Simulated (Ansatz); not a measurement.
**CH6ClNSSi: a ladder of functionals and wavefunction methods**

One table from this session's results is given with a row withheld; the runs are named, their logs left out.

Computed with Ansatz 0.2.0, Gaussian basis. Level: functionals in def2-TZVPP, the program's frozen cores in correlated methods.

The runs, in order: PBE-D4, r2SCAN-D4, PBE0-D4, B3LYP-D4, ωB97X-V, ωB97M-V, B2PLYP; CCSD(T)/def2-TZVPP; MP2/def2-QZVPP; extrapolation to the limit.

### The relaxed structure

The geometry comes from an earlier relaxation with PBE0-D4 in a triple-zeta def2 set; it is a stationary point, not always the lowest conformer.

SMILES `CN[SiH](S)Cl`, 11 atoms, charge 0, spin multiplicity 1.

Atoms are counted from 1 here; the program's logs count them from 0.

Bond lengths: C1–N2 1.450 Å, C1–H6 1.095 Å, C1–H7 1.091 Å, C1–H8 1.093 Å, N2–Si3 1.691 Å, N2–H9 1.008 Å, Si3–S4 2.127 Å, Si3–Cl5 2.072 Å, Si3–H10 1.477 Å, S4–H11 1.343 Å. Angles: N2–C1–H6 112.6°, N2–C1–H7 109.4°, N2–C1–H8 110.9°, H6–C1–H7 107.8°, H6–C1–H8 108.5°, H7–C1–H8 107.5°, C1–N2–Si3 126.2°, C1–N2–H9 114.1°, Si3–N2–H9 116.7°, N2–Si3–S4 107.2°, N2–Si3–Cl5 115.4°, N2–Si3–H10 107.0°, S4–Si3–Cl5 107.0°, S4–Si3–H10 114.7°, Cl5–Si3–H10 105.8°, Si3–S4–H11 94.5°.

Geometry (Å):

```mol
CH6ClNSSi
  3D, bonds by distance, orders not assigned

 11 10  0  0  0  0  0  0  0  0999 V2000
   -1.0777   -0.3902    1.1744 C   0  0
    0.2208    0.1909    0.8964 N   0  0
    0.8859    0.4634   -0.6346 Si  0  0
    0.8659   -1.3957   -1.6673 S   0  0
   -0.1337    1.8238   -1.8188 Cl  0  0
   -1.8522    0.3678    1.3328 H   0  0
   -1.3855   -1.0106    0.3311 H   0  0
   -1.0352   -1.0334    2.0573 H   0  0
    0.6034    0.7282    1.6588 H   0  0
    2.2303    1.0387   -0.4261 H   0  0
    0.7434   -0.8396   -2.8832 H   0  0
  1  2  8  0
  2  3  8  0
  3  4  8  0
  3  5  8  0
  1  6  8  0
  1  7  8  0
  1  8  8  0
  2  9  8  0
  3 10  8  0
  4 11  8  0
M  END
```

Set-up of the first run:

in.yaml

```yaml
crystal:
  periodic: [false, false, false]
  atoms:
    - {symbol: C, position_ang: [-1.077690, -0.390221, 1.174427]}
    - {symbol: N, position_ang: [0.220818, 0.190862, 0.896384]}
    - {symbol: Si, position_ang: [0.885923, 0.463353, -0.634626]}
    - {symbol: S, position_ang: [0.865874, -1.395665, -1.667344]}
    - {symbol: Cl, position_ang: [-0.133669, 1.823819, -1.818833]}
    - {symbol: H, position_ang: [-1.852219, 0.367798, 1.332771]}
    - {symbol: H, position_ang: [-1.385479, -1.010582, 0.331106]}
    - {symbol: H, position_ang: [-1.035175, -1.033403, 2.057287]}
    - {symbol: H, position_ang: [0.603368, 0.728154, 1.658842]}
    - {symbol: H, position_ang: [2.230262, 1.038662, -0.426126]}
    - {symbol: H, position_ang: [0.743388, -0.839577, -2.883187]}
basis:
  gaussian: {orbitals: def2-TZVPP}
hamiltonian: {xc: pbe, dispersion: d4}
output: {forces: true, orbitals: {seedname: orbitals}}
```

Command:

```console
$ ansatz run in.yaml --threads 4 --pin off --events-out ev --progress --plain --max-ram 10444MiB
```

Among the steps run: PBE-D4 (GGA); r2SCAN-D4 (meta-GGA); PBE0-D4 (hybrid); B3LYP-D4 (hybrid); ωB97X-V (range-separated); ωB97M-V (range-separated); B2PLYP (double hybrid); CCSD(T) in def2-TZVPP; MP2 in def2-QZVPP.

One of the session's tables, all rows but one given; the rest of the session is left out.

```
            method  atomisation energy (eV)
            PBE-D4                   39.983
         r2SCAN-D4                   39.446
           PBE0-D4                   39.437
          B3LYP-D4                   39.357
           ωB97X-V                   39.693
           ωB97M-V                   39.687
            B2PLYP                   38.830
     HF/def2-TZVPP                   28.329
    MP2/def2-TZVPP                   38.754
   CCSD/def2-TZVPP                   37.616
CCSD(T)/def2-TZVPP                   38.214
           MP2/CBS                        ?
       CCSD(T)/CBS                   39.463
```

Estimate the missing values for MP2/CBS.

As computed: atomisation energy (eV): 40.003. In the column «atomisation energy (eV)» it is the highest.

To keep in mind: Free atoms (1 C, 1 N, 1 Si, 1 S, 1 Cl, 6 H) were run apart at each level; the atomisation energy is their sum less the molecule, without zero-point or spin-orbit terms.
